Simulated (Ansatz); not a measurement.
# CW (triplet): geometry and frequencies at several levels, part 2 of 2

The task, for CW (triplet): geometry and frequencies at several levels. Spin multiplicity 3.

Ansatz 0.2.0, Gaussian bases. Earlier steps stand in the parts before.

## Step 8: Frequencies, r2SCAN-D4/def2-TZVPP

Contents of input.yaml:

```yaml
crystal:
  periodic: [false, false, false]
  atoms:
    - { symbol: C, position_ang: [0.0, 0.0, 0.09034933] }
    - { symbol: W, position_ang: [0.0, 0.0, 1.80437067] }
magnetization:
  spin_polarized: true
  initial_magnetization: 2
basis:
  gaussian: { orbitals: def2-TZVPP }
hamiltonian:
  xc: r2scan
  dispersion: d4
phonons: {}
```

Launch:

```sh
$ ansatz run input.yaml --threads 2 --pin off --max-ram 5120MiB --backend cpu --events-out ev --progress --plain --runs-dir out
```

The program printed, shortened:

```text
Warning: RAYON_NUM_THREADS=2 ignored (pool sized by the plan → 2); use --threads N
[...]
Functional definition: r2SCAN
[...]
515 factors; their error is unknown
[...]
mean field -2856.93604455 eV, -104.9904631362 hartree, gradient 3.9e-6 eV, S^2 2.072598; 9 other end points of the search recorded, 0 dependent functions left out
[...]
reference -2856.93605839 eV, -104.9904636451 hartree; 11, 9 occupied and 76, 78 virtual orbitals, 515 factors
[...]
515 factors; their error is unknown
mean field -2856.93604455 eV, -104.9904631363 hartree, gradient 2.5e-6 eV, S^2 2.072599; 0 other end points of the search recorded, 0 dependent functions left out
[...]
reference -2856.93605839 eV, -104.9904636452 hartree; 11, 9 occupied and 76, 78 virtual orbitals, 515 factors
[...]
515 factors; their error is unknown
[...]
reference -2856.93605839 eV, -104.9904636452 hartree; 11, 9 occupied and 76, 78 virtual orbitals, 515 factors
[...]
515 factors; their error is unknown
mean field -2856.93591495 eV, -104.9904583736 hartree, gradient 2.3e-6 eV, S^2 2.073643; 0 other end points of the search recorded, 0 dependent functions left out
[...]
reference -2856.93592879 eV, -104.9904588824 hartree; 11, 9 occupied and 76, 78 virtual orbitals, 515 factors
[...]
515 factors; their error is unknown
[...]
mean field -2856.93591064 eV, -104.9904582153 hartree, gradient 2.5e-6 eV, S^2 2.071570; 0 other end points of the search recorded, 0 dependent functions left out
[...]
reference -2856.93592449 eV, -104.9904587243 hartree; 11, 9 occupied and 76, 78 virtual orbitals, 515 factors
Total energy: -2856.94261459 eV, -104.9907045810 hartree
Atom 0 at     0.000000     0.000000     0.090349 Å, force     0.000000     0.000000    -0.000024 eV/Å
Atom 1 at     0.000000     0.000000     1.804371 Å, force    -0.000000    -0.000000     0.000024 eV/Å
Dipole moment:    -0.000000    -0.000000     0.843467 e Å
Vibrations: 1008.38 cm⁻¹, zero-point energy 0.062512 eV
```

It took 39 s on 2 threads of Intel Xeon Platinum 8259CL at 2.50GHz (Skylake/Cascade Lake), shared host; peak memory 0.24 GiB.

Harmonic frequencies (cm⁻¹; negative: imaginary): 1008.

## Step 9: Relaxation, B3LYP-D4/def2-TZVPP

Contents of input.yaml:

```yaml
crystal:
  periodic: [false, false, false]
  atoms:
    - { symbol: C, position_ang: [0.0, 0.0, 0.09936079] }
    - { symbol: W, position_ang: [0.0, 0.0, 1.79535921] }
magnetization:
  spin_polarized: true
  initial_magnetization: 2
basis:
  gaussian: { orbitals: def2-TZVPP }
hamiltonian:
  xc: { name: B3LYP }
  dispersion: d4
relax:
  f_tol: 0.002
  max_steps: 150
```

Launch:

```sh
$ ansatz run input.yaml --threads 2 --pin off --max-ram 5120MiB --backend cpu --events-out ev --progress --plain --runs-dir out
```

The program printed, shortened:

```text
Warning: RAYON_NUM_THREADS=2 ignored (pool sized by the plan → 2); use --threads N
[...]
Functional definition: B3LYP
[...]
560 factors; their error is unknown
[...]
mean field -2857.22748277 eV, -105.0011732933 hartree, gradient 9.8e-6 eV, S^2 2.025670; 5 other end points of the search recorded, 0 dependent functions left out
[...]
reference -2857.22765809 eV, -105.0011797363 hartree; 11, 9 occupied and 76, 78 virtual orbitals, 560 factors
relax step   1: F+E_penalty+E_count = -2857.28957511 eV  Δ(F+E_penalty+E_count) = +0.000e0 eV  max|allowed force component| = 2.744e-1 eV/Å  Δτ_max = 0.0000 Å  (103 SCF iters, accepted)
[...]
relax step   2: F+E_penalty+E_count = -2857.29035859 eV  Δ(F+E_penalty+E_count) = -7.835e-4 eV  max|allowed force component| = 8.496e-2 eV/Å  Δτ_max = 0.0022 Å  (48 SCF iters, accepted)
[...]
relax step   3: F+E_penalty+E_count = -2857.29044341 eV  Δ(F+E_penalty+E_count) = -8.482e-5 eV  max|allowed force component| = 1.072e-3 eV/Å  Δτ_max = 0.0010 Å  (48 SCF iters, accepted)
560 factors; their error is unknown
[...]
mean field -2857.22839020 eV, -105.0012066409 hartree, gradient 2.5e-5 eV, S^2 2.027040; 6 other end points of the search recorded, 0 dependent functions left out
[...]
reference -2857.22856575 eV, -105.0012130922 hartree; 11, 9 occupied and 76, 78 virtual orbitals, 560 factors
Total energy: -2857.29061896 eV, -105.0034935057 hartree
Atom 0 at    -0.000000    -0.000000     0.096187 Å, force     0.000000    -0.000000    -0.001072 eV/Å
Atom 1 at     0.000000     0.000000     1.798533 Å, force    -0.000000     0.000000     0.001072 eV/Å
Dipole moment:     0.000000     0.000000     0.878235 e Å
```

Wall time 13 s (2 threads of Intel Xeon Platinum 8259CL at 2.50GHz (Skylake/Cascade Lake), shared host); peak memory 0.18 GiB.

The steps of the relaxation:

| step | E - E(step 1) (eV) | largest force component (eV/Å) |
| --- | --- | --- |
| 1 | 0.0000 | 0.2744 |
| 2 | -0.0008 | 0.0850 |
| 3 | -0.0009 | 0.0011 |

Step 1 is the start.

Before: Bond lengths: C1–W2 1.696 Å.

After: Bond lengths: C1–W2 1.702 Å.

## Step 10: Frequencies, B3LYP-D4/def2-TZVPP

Contents of input.yaml:

```yaml
crystal:
  periodic: [false, false, false]
  atoms:
    - { symbol: C, position_ang: [0.0, 0.0, 0.09618703] }
    - { symbol: W, position_ang: [0.0, 0.0, 1.79853297] }
magnetization:
  spin_polarized: true
  initial_magnetization: 2
basis:
  gaussian: { orbitals: def2-TZVPP }
hamiltonian:
  xc: { name: B3LYP }
  dispersion: d4
phonons: {}
```

Launch:

```sh
$ ansatz run input.yaml --threads 2 --pin off --max-ram 5120MiB --backend cpu --events-out ev --progress --plain --runs-dir out
```

The program printed, shortened:

```text
Warning: RAYON_NUM_THREADS=2 ignored (pool sized by the plan → 2); use --threads N
[...]
[... 1 set-up line as earlier in the session ...]
[...]
560 factors; their error is unknown
[...]
mean field -2857.22839020 eV, -105.0012066409 hartree, gradient 1.9e-5 eV, S^2 2.027040; 5 other end points of the search recorded, 0 dependent functions left out
[...]
reference -2857.22856575 eV, -105.0012130922 hartree; 11, 9 occupied and 76, 78 virtual orbitals, 560 factors
[...]
560 factors; their error is unknown
mean field -2857.22839021 eV, -105.0012066414 hartree, gradient 1.6e-6 eV, S^2 2.027041; 0 other end points of the search recorded, 0 dependent functions left out
[...]
reference -2857.22856576 eV, -105.0012130927 hartree; 11, 9 occupied and 76, 78 virtual orbitals, 560 factors
[...]
560 factors; their error is unknown
[...]
reference -2857.22856576 eV, -105.0012130927 hartree; 11, 9 occupied and 76, 78 virtual orbitals, 560 factors
[...]
560 factors; their error is unknown
mean field -2857.22827707 eV, -105.0012024835 hartree, gradient 1.7e-6 eV, S^2 2.027603; 0 other end points of the search recorded, 0 dependent functions left out
[...]
reference -2857.22845271 eV, -105.0012089382 hartree; 11, 9 occupied and 76, 78 virtual orbitals, 560 factors
[...]
560 factors; their error is unknown
[...]
mean field -2857.22823961 eV, -105.0012011067 hartree, gradient 1.9e-6 eV, S^2 2.026491; 0 other end points of the search recorded, 0 dependent functions left out
[...]
reference -2857.22841506 eV, -105.0012075546 hartree; 11, 9 occupied and 76, 78 virtual orbitals, 560 factors
Total energy: -2857.29061896 eV, -105.0034935057 hartree
Atom 0 at     0.000000     0.000000     0.096187 Å, force     0.000000    -0.000000    -0.001058 eV/Å
Atom 1 at     0.000000     0.000000     1.798533 Å, force    -0.000000     0.000000     0.001058 eV/Å
Dipole moment:     0.000000     0.000000     0.878235 e Å
Vibrations: 1008.75 cm⁻¹, zero-point energy 0.062534 eV
```

It took 20 s on 2 threads of Intel Xeon Platinum 8259CL at 2.50GHz (Skylake/Cascade Lake), shared host; peak memory 0.17 GiB.

Harmonic frequencies (cm⁻¹; negative: imaginary): 1009.

## Step 11: Relaxation, B2PLYP/def2-TZVPP

Contents of input.yaml:

```yaml
crystal:
  periodic: [false, false, false]
  atoms:
    - { symbol: C, position_ang: [0.0, 0.0, 0.09936079] }
    - { symbol: W, position_ang: [0.0, 0.0, 1.79535921] }
magnetization:
  spin_polarized: true
  initial_magnetization: 2
basis:
  gaussian: { orbitals: def2-TZVPP }
hamiltonian:
  xc: { name: B2PLYP }
relax:
  f_tol: 0.002
  max_steps: 150
```

Launch:

```sh
$ ansatz run input.yaml --threads 2 --pin off --max-ram 5120MiB --backend cpu --events-out ev --progress --plain --runs-dir out
```

The program printed, shortened:

```text
Warning: RAYON_NUM_THREADS=2 ignored (pool sized by the plan → 2); use --threads N
[...]
Functional definition: B2PLYP
[...]
631 factors; integrals over basis functions are off by at most 3.3e-4 eV
[...]
mean field -2847.32558955 eV, -104.6372854293 hartree, gradient 6.6e-6 eV, S^2 2.113815; 6 other end points of the search recorded, 0 dependent functions left out
1 core orbitals not correlated: weight in the atoms' cores, before any rotation towards them, 1.000 or more for the frozen orbitals, at most 0.000 for the correlated occupied ones
reference -2847.32570035 eV, -104.6372895013 hartree; 10, 8 occupied and 76, 78 virtual orbitals, 631 factors
second order -19.76823899 eV of doubles, -0.00000000 eV of singles
[...]
relax step   1: F+E_penalty+E_count = -2852.66301407 eV  Δ(F+E_penalty+E_count) = +0.000e0 eV  max|allowed force component| = 3.575e-2 eV/Å  Δτ_max = 0.0000 Å  (282 SCF iters, accepted)
[...]
relax step   2: F+E_penalty+E_count = -2852.66302547 eV  Δ(F+E_penalty+E_count) = -1.140e-5 eV  max|allowed force component| = 4.381e-4 eV/Å  Δτ_max = 0.0003 Å  (98 SCF iters, accepted)
631 factors; integrals over basis functions are off by at most 3.3e-4 eV
[...]
mean field -2847.32561072 eV, -104.6372862073 hartree, gradient 2.5e-6 eV, S^2 2.112963; 7 other end points of the search recorded, 0 dependent functions left out
1 core orbitals not correlated: weight in the atoms' cores, before any rotation towards them, 1.000 or more for the frozen orbitals, at most 0.000 for the correlated occupied ones
reference -2847.32572151 eV, -104.6372902788 hartree; 10, 8 occupied and 76, 78 virtual orbitals, 631 factors
second order -19.76820279 eV of doubles, -0.00000000 eV of singles
[...]
Total energy: -2852.66313626 eV, -104.8334366531 hartree
Atom 0 at     0.000000     0.000000     0.099646 Å, force    -0.000000     0.000000     0.000438 eV/Å
Atom 1 at    -0.000000    -0.000000     1.795074 Å, force     0.000000    -0.000000    -0.000438 eV/Å
Dipole moment:    -0.000000    -0.000000     0.894688 e Å
```

Wall time 27 s (2 threads of Intel Xeon Platinum 8259CL at 2.50GHz (Skylake/Cascade Lake), shared host); peak memory 0.26 GiB.

Step by step:

| step | E - E(step 1) (eV) | largest force component (eV/Å) |
| --- | --- | --- |
| 1 | 0.0000 | 0.0358 |
| 2 | 0.0000 | 0.0004 |

Step 1 is the start.

Before: Bond lengths: C1–W2 1.696 Å.

After: Bond lengths: C1–W2 1.695 Å.

## Step 12: The levels compared

| level | C1–W2 (Å) | rotational constants (MHz) | dipole (D) | highest frequency (cm⁻¹) | CPU time |
| --- | --- | --- | --- | --- | --- |
| PBE0-D4/def2-TZVPP | 1.6960 | 15597 | 4.20 | 1030 | 29 s |
| PBE-D4/def2-TZVPP | 1.7149 | 15254 | 4.03 | 997 | 67 s |
| r2SCAN-D4/def2-TZVPP | 1.7140 | 15270 | 4.05 | 1008 | 1.8 min |
| B3LYP-D4/def2-TZVPP | 1.7023 | 15481 | 4.22 | 1009 | 25 s |
| B2PLYP/def2-TZVPP | 1.6954 | 15607 | 4.30 | - | 53 s |

Constants are for the commonest isotopes at the equilibrium geometry; times are CPU times of the relaxations.

## Step 13: Outcome

This closing draws on all 2 parts.

| quantity | value |
| --- | --- |
| C1–W2 at B2PLYP/def2-TZVPP | 1.695 Å |
| frequencies at B3LYP-D4/def2-TZVPP | 1009 cm⁻¹ |

The C–W distance spreads over 0.020 Å, from B2PLYP/def2-TZVPP (shortest) to PBE-D4/def2-TZVPP. Measured dipole moment of CW: 3.9 D (Liu, Meijer, Perez-Rios, Phys. Chem. Chem. Phys. 22 (2020) 24191). This calculation gives 4.30 D (+10.2 %). That is B2PLYP/def2-TZVPP. No mode is imaginary, so the geometry is a minimum. <S²> exceeds the pure value by up to 0.11: some mean fields break spin symmetry, which blurs their results. Heavy atoms carry effective core potentials in def2 sets, and spin-orbit coupling is left out.
